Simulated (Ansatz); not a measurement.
**C2H4FI: rigid scan of one bond length from a Python script**

How does the energy of C2H4FI change as one bond is stretched? The task is a rigid scan of one bond length, for C2H4FI. SMILES: CC(F)I.

All numbers are computed with the Python package of Ansatz 0.2.0. Level of theory: CAM-B3LYP/def2-SVP.

**1. The structure**

Bond lengths: C1–C2 1.489 Å, C2–F3 1.348 Å, C2–I4 2.039 Å, C1–H5 1.137 Å, C1–H6 1.153 Å, C1–H7 1.080 Å, C2–H8 1.086 Å. Angles: C1–C2–F3 106.9°, C1–C2–I4 114.0°, C1–C2–H8 107.7°, F3–C2–I4 106.1°, F3–C2–H8 107.3°, I4–C2–H8 114.5°, C2–C1–H5 111.1°, C2–C1–H6 111.5°, C2–C1–H7 114.9°, H5–C1–H6 103.3°, H5–C1–H7 107.5°, H6–C1–H7 107.8°.

No structure file is read: the coordinates are typed or built in the script.

**2. Script**

Input file scan.py:

```python
'''Potential curve of C2H4FI along one bond.'''

import ansatz as az
import numpy as np

BASIS_SET = 'def2-SVP'
FUNCTIONAL = 'CAM-B3LYP'

geometry_ang = [
    ('C', (0.3023, 0.7194, 0.0546)),
    ('C', (-0.1185, -0.7082, 0.092)),
    ('F', (0.7511, -1.3929, -0.6783)),
    ('I', (-1.9657, -1.048, -0.7006)),
    ('H', (0.2539, 1.1328, -1.004)),
    ('H', (-0.4319, 1.3917, 0.6366)),
    ('H', (1.2954, 0.91, 0.4326)),
    ('H', (0.0055, -1.062, 1.1112)),
]
system = az.Crystal.molecule()
for symbol, xyz in geometry_ang:
    system = system.atom(symbol, xyz)

symbols = [site.symbol for site in system.cartesian_sites]
start = np.array([site.position_ang for site in system.cartesian_sites])
axis = (start[1] - start[0]) / np.linalg.norm(start[1] - start[0])
moving = [1, 2, 3, 7]
lengths, energies = [1.31, 1.37, 1.429, 1.489, 1.548, 1.608, 1.667, 1.757], []
for length in lengths:
    xyz = start.copy()
    xyz[moving] += (length - np.linalg.norm(start[1] - start[0])) * axis
    point = az.Crystal.molecule()
    for symbol, place in zip(symbols, xyz):
        point = point.atom(symbol, place.tolist())
    job = (
        point.calculation()
        .basis(gaussian=BASIS_SET)
        .functional(FUNCTIONAL)
    )
    rep = job.run(threads=1, backend='cpu').report
    energies.append(rep['free_energy_ev'])
    print(f'r = {length:6.3f} A  E = {energies[-1]:.5f} eV  <S^2> = {abs(rep["mean_field"]["state"]["spin_squared"]):.3f}')

# quartic fit about the minimum
fit = np.polynomial.Polynomial.fit(lengths, np.array(energies) - min(energies), 4).convert()
roots = [r.real for r in fit.deriv().roots() if abs(r.imag) < 1e-9 and fit.deriv(2)(r.real) > 0]
r_e = min(roots, key=lambda r: abs(r - lengths[int(np.argmin(energies))]))
print(f'minimum of the fit at {r_e:.4f} A, force constant {fit.deriv(2)(r_e):.2f} eV/A^2')
```

**3. The calls as engine input**

The engine receives this input (first run):

```yaml
crystal:
  periodic: [false, false, false]
  atoms:
    - { symbol: C, position_ang: [0.3023, 0.7194, 0.0546] }
    - { symbol: C, position_ang: [-0.06796432497255896, -0.536753399075155, 0.08750847374993752] }
    - { symbol: F, position_ang: [0.801635675027441, -1.2214533990751548, -0.6827915262500625] }
    - { symbol: I, position_ang: [-1.915164324972559, -0.876553399075155, -0.7050915262500624] }
    - { symbol: H, position_ang: [0.2539, 1.1328, -1.004] }
    - { symbol: H, position_ang: [-0.4319, 1.3917, 0.6366] }
    - { symbol: H, position_ang: [1.2954, 0.91, 0.4326] }
    - { symbol: H, position_ang: [0.056035675027441036, -0.890553399075155, 1.1067084737499375] }
basis:
  gaussian:
    orbitals: def2-SVP
hamiltonian:
  xc: cam_b3lyp
```

**4. Running it**

Launch:

```bash
> python scan.py
```

Q: Predict the main results. Wanted: range of energy; lowest point, distance.

The runs gave:

```
                        quantity     value
bond length at the fit's minimum  1.5123 Å
                   runs compared         8
                 range of energy  0.881 eV
      lowest point, distance (Å)      1.49
```

What this shows: The lowest point, at 1.49, lies inside the range. The ends stand 0.881 and 0.581 eV above it. The distance scanned is the script's pair 0, 1. Caveats:
- The rest of the molecule is held rigid at a force-field or estimated start geometry, and the basis set is modest; single-reference methods fail as a bond breaks.
- def2 sets replace the cores of elements past krypton by effective core potentials.
- The orbitals are restricted, so S² is zero by construction.
